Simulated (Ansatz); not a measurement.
The system is Hf2Pd2Se2Br2O3.

```xyz
11
Lattice="5.7590 0.0000 0.0000 -2.8795 4.9874 0.0000 0.0000 0.0000 8.5255" Properties=species:S:1:pos:R:3 pbc="T T T"
Hf    0.0000    3.3250    4.6209
Hf    2.8795    1.6625    4.6209
Pd    0.0000    3.3250    1.0981
Pd    2.8795    1.6625    1.0981
Se    0.0000    3.3250    7.2954
Se    2.8795    1.6625    7.2954
Br    0.0000    0.0000    1.1846
Br    0.0000    0.0000    5.5743
O     2.8795    0.0000    3.6628
O    -1.4397    2.4937    3.6628
O     1.4397    2.4937    3.6628
```

The cell was built by a generator and needn't be a form met in nature.

Base run:

```yaml
Program: Ansatz 0.2.0
Functional: PBE
Potentials_or_basis: Ansatz PAW
Cutoff: 420 eV
Density_cutoff: 1680 eV
k_mesh: 6 × 6 × 3
Occupations: fermi-dirac, width 0.05 eV
Spin: no spin polarisation
Hubbard_terms: Hf d U = 6 eV, Pd d U = 6 eV
```

Its results: band gap on the k mesh none (metal or under the smearing width); pressure 2.9 GPa; largest force 0.786 eV/Å.

Q: After a change of settings the same cell gave: band gap on the k mesh none (metal or under the smearing width); pressure 0.7 GPa; largest force 0.283 eV/Å. Which change was it?
A. functional from PBE to PBEsol; hubbard terms from Hf d U = 6 eV, Pd d U = 6 eV to none; hubbard projectors from ortho-atomic (the default) to none
B. hubbard terms from Hf d U = 6 eV, Pd d U = 6 eV to Hf d U = 2 eV, Pd d U = 2 eV
C. hubbard terms from Hf d U = 6 eV, Pd d U = 6 eV to Hf d U = 4 eV, Pd d U = 4 eV

A: B.

Caveats: U without spin polarisation on a metal has little footing.

Not every run made on this cell is shown here.
